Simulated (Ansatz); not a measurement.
# C2H5ClOSi: basis-set convergence

An exercise on one series of results from a longer session: the logs are not shown, and one member is left open.

Method: one geometry, several basis sets; program: Ansatz 0.2.0, Gaussian basis.

The runs, in order: PBE0-D4/def2-SVP; ωB97M-V/def2-SVP; PBE0-D4/def2-QZVPP; ωB97M-V/def2-QZVPP; the functionals' def2-TZVPP values are taken from earlier runs.

**Structure used throughout**

All runs share one geometry, relaxed beforehand with PBE0-D4 in a triple-zeta def2 set.

SMILES `OC1(Cl)C[SiH2]1`, 10 atoms, charge 0, spin multiplicity 1.

Atoms are counted from 1 here; the program's logs count them from 0.

Bond lengths: O1–C2 1.369 Å, O1–H6 0.966 Å, C2–Cl3 1.793 Å, C2–C4 1.532 Å, C2–Si5 1.858 Å, C4–Si5 1.865 Å, C4–H7 1.087 Å, C4–H8 1.084 Å, Si5–H9 1.477 Å, Si5–H10 1.475 Å. Angles: C2–O1–H6 108.5°, O1–C2–Cl3 113.4°, O1–C2–C4 118.0°, O1–C2–Si5 121.2°, Cl3–C2–C4 112.6°, Cl3–C2–Si5 117.3°, C4–C2–Si5 65.9°, C2–C4–Si5 65.5°, C2–C4–H7 113.7°, C2–C4–H8 117.1°, Si5–C4–H7 117.0°, Si5–C4–H8 120.9°, H7–C4–H8 113.9°, C2–Si5–C4 48.6°, C2–Si5–H9 119.0°, C2–Si5–H10 118.5°, C4–Si5–H9 118.2°, C4–Si5–H10 119.5° and more.

Set-up of the first run:

File in.yaml:

```yaml
crystal:
  periodic: [false, false, false]
  atoms:
    - {symbol: O, position_ang: [-0.507337, 0.656016, 1.608924]}
    - {symbol: C, position_ang: [0.297868, 0.277498, 0.568554]}
    - {symbol: Cl, position_ang: [2.044532, 0.303677, 0.974029]}
    - {symbol: C, position_ang: [-0.102562, -0.963570, -0.236034]}
    - {symbol: Si, position_ang: [-0.172585, 0.635874, -1.192935]}
    - {symbol: H, position_ang: [-0.496636, -0.043596, 2.275495]}
    - {symbol: H, position_ang: [-1.051638, -1.396394, 0.070939]}
    - {symbol: H, position_ang: [0.671925, -1.696306, -0.433523]}
    - {symbol: H, position_ang: [-1.497744, 1.223948, -1.474714]}
    - {symbol: H, position_ang: [0.897479, 0.951653, -2.157734]}
basis:
  gaussian: {orbitals: def2-SVP}
hamiltonian: {xc: pbe0, dispersion: d4}
output: {orbitals: {seedname: orbitals}}
```

Command:

```bash
> ansatz run in.yaml --threads 4 --pin off --events-out ev --progress --plain --max-ram 10444MiB
```

Among the steps run: PBE0-D4 in def2-SVP; ωB97M-V in def2-SVP; PBE0-D4 in def2-QZVPP; ωB97M-V in def2-QZVPP.

One table of the session follows, with a row left open; its other results are not shown here.

It belongs to the step «Density functionals: the series». 

```
functional       basis  HOMO (eV)  LUMO (eV)
   PBE0-D4    def2-SVP      -7.01       0.11
   PBE0-D4  def2-TZVPP      -7.14      -0.35
   PBE0-D4  def2-QZVPP          ?          ?
   ωB97M-V    def2-SVP      -9.14       2.05
   ωB97M-V  def2-TZVPP      -9.30       1.36
   ωB97M-V  def2-QZVPP      -9.34       1.02
```

**Question.** Estimate the row for PBE0-D4, def2-QZVPP.

As computed: HOMO (eV): -7.18; LUMO (eV): -0.48. In the column «HOMO (eV)» it lies between ωB97M-V, def2-SVP (-9.14) and PBE0-D4, def2-TZVPP (-7.14).
